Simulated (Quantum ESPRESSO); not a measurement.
Runs of Quantum ESPRESSO 7.5 on SnSe2. The structure is trigonal, space group P-3m1 (No. 164). The conventional cell has a = 3.811 Å, b = 3.811 Å, c = 6.137 Å, α = 90.00°, β = 90.00°, γ = 120.00°. Sn (site symmetry -3m) is surrounded by 6 Se at 2.68 Å. Se (site symmetry 3m) is surrounded by 3 Sn at 2.68 Å. The cell was built by a generator and needn't be a form met in nature.

```csv
level,potentials or basis,cutoff (eV),smearing,gap on the mesh (eV),pressure (GPa)
PBE,SSSP 1.3 efficiency PBE,816,gaussian 0.05 eV,(a),0.0
vdW-DF,SSSP 1.3 efficiency PBE,816,gaussian 0.05 eV,0.65,0.0
optB86b-vdW,SSSP 1.3 efficiency PBE,816,fermi-dirac 0.05 eV,0.53,0.0
PBEsol,PseudoDojo 0.4.1 SR PBEsol standard,1170,fermi-dirac 0.05 eV,0.57,0.0
vdW-DF,SSSP 1.3 efficiency PBE,816,fermi-dirac 0.05 eV,0.65,0.0
```

Alike in all rows: task relaxation of cell and atoms; no spin polarisation; cell relaxed to 0.3 kbar; k mesh 8 × 8 × 5.

Task: Fill in the values left out.

Result: (a) 0.67.

Caveats: spin-orbit coupling is left out, which moves the levels of the heavy elements; an odd mesh through Γ misses points on the zone boundary, where band edges often lie; the potentials were made for another functional, which shifts forces and pressure (some runs); this functional lacks dispersion, which binds the layers, so the pressure and a relaxed spacing across them are unreliable (some runs).

A k mesh can miss the band edges, and the runs leave out spin-orbit coupling on Se, Sn.

The runs don't all hold the same shells in valence.
